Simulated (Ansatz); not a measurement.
**C₂H₅BrSi: small, medium and large basis sets**

Aim: see how fast density functionals converge with the basis set for C₂H₅BrSi.

Program: Ansatz 0.2.0, Gaussian basis. Level of theory: one geometry, several basis sets. These are calculated values, not measurements.

The runs, in order: PBE0-D4/def2-SVP; ωB97M-V/def2-SVP; PBE0-D4/def2-QZVPP; ωB97M-V/def2-QZVPP; the functionals' def2-TZVPP values are taken from earlier runs.

### 1 The relaxed structure

An earlier PBE0-D4 in a triple-zeta def2 set relaxation fixed the geometry.

SMILES `C=C[SiH2]Br`, 9 atoms, charge 0, spin multiplicity 1.

Atoms are counted from 1 here; the program's logs count them from 0.

Bond lengths: C1–C2 1.330 Å, C1–H5 1.087 Å, C1–H6 1.086 Å, C2–Si3 1.848 Å, C2–H7 1.088 Å, Si3–Br4 2.229 Å, Si3–H8 1.482 Å, Si3–H9 1.482 Å. Angles: C2–C1–H5 121.7°, C2–C1–H6 122.2°, H5–C1–H6 116.1°, C1–C2–Si3 121.7°, C1–C2–H7 119.0°, Si3–C2–H7 119.3°, C2–Si3–Br4 110.1°, C2–Si3–H8 112.1°, C2–Si3–H9 109.5°, Br4–Si3–H8 106.2°, Br4–Si3–H9 108.1°, H8–Si3–H9 110.8°.

### 2 PBE0-D4 in def2-SVP

File in.yaml:

```yaml
crystal:
  periodic: [false, false, false]
  atoms:
    - {symbol: C, position_ang: [-0.405817, 1.503790, -0.203175]}
    - {symbol: C, position_ang: [0.453632, 0.497430, -0.339723]}
    - {symbol: Si, position_ang: [0.141654, -1.157486, 0.421355]}
    - {symbol: Br, position_ang: [-0.025684, -2.710934, -1.167920]}
    - {symbol: H, position_ang: [-1.333417, 1.391871, 0.351446]}
    - {symbol: H, position_ang: [-0.224590, 2.482347, -0.638776]}
    - {symbol: H, position_ang: [1.365232, 0.657144, -0.911959]}
    - {symbol: H, position_ang: [1.254962, -1.586098, 1.301404]}
    - {symbol: H, position_ang: [-1.137373, -1.124465, 1.170146]}
basis:
  gaussian: {orbitals: def2-SVP}
hamiltonian: {xc: pbe0, dispersion: d4}
output: {orbitals: {seedname: orbitals}}
```

The runs that follow: ωB97M-V in def2-SVP; PBE0-D4 in def2-QZVPP; ωB97M-V in def2-QZVPP.

Before running them: what should the planned runs give, taken together? Wanted: PBE0-D4: double and triple zeta above quadruple; ωB97M-V: double and triple zeta above quadruple.

**Answer**, as computed:

```
                                       quantity           value
PBE0-D4: double and triple zeta above quadruple  15.50, 1.82 eV
ωB97M-V: double and triple zeta above quadruple  15.55, 1.74 eV
```

What this shows: PBE0-D4 gains 13.68 eV from double to triple zeta, then 1.82 eV more. Total energies overstate the basis error of differences, where much of it tends to cancel.
